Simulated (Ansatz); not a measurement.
Cu2BrCl in Ansatz: convergence with n extra bands

Input of the first run (n extra bands 1); the others differ in this setting and in those tied to it:

Contents of input.yaml:

```yaml
crystal:
  lattice:
    - [1.8555099526, 1.0712791706, 6.0475086568]
    - [-1.8555099526, 1.0712791706, 6.0475086568]
    - [0.0, -2.1425583412, 6.0475086568]
  atoms:
    - { symbol: Br, position: [0.0, 0.0, 0.0] }
    - { symbol: Cu, position: [0.751603, 0.751603, 0.751603] }
    - { symbol: Cu, position: [0.248397, 0.248397, 0.248397] }
    - { symbol: Cl, position: [0.5, 0.5, 0.5] }
hamiltonian:
  xc: pbesol
  pseudopotentials: { kind: paw, level: accurate }
kpoints:
  mp_grid: { grid: [7, 7, 7] }
scf:
  occupations: { method: gaussian, width: 0.05 }
  n_extra_bands: 1
output:
  forces: true
  stress: true
  eigenvalues: true
```

Potentials or basis: Ansatz PAW earlier set.

The run is started by

```sh
$ ansatz run input.yaml --threads 2 --pin off --max-ram 5632MiB --backend cpu --events-out ev --progress --plain --runs-dir out
```

The cell comes from a database or a generator and needn't be the stable form of this composition.

Hardware: 2 threads of Arm Neoverse V1 (shared host).

```csv
n extra bands,"energy less the tightest run, at zero smearing (meV/atom)",SCF cycles,CPU time (s),peak memory (GiB)
1,0.00,10,29,0.7
2,0.00,10,25,0.7
4,0.00,9,26,0.71
8,0.00,9,30,0.74
16,0.00,9,33,0.81
32,0.00,9,39,0.93
```

Against the tightest run, the energy stays within 1 meV/atom from 1 on. The tightest run that finished is the yardstick and may itself not be fully converged.

Caveat, for the tightest run too: odd divisions of the mesh miss points on the zone boundary, where band edges often lie, so the gap on the mesh can be too wide.
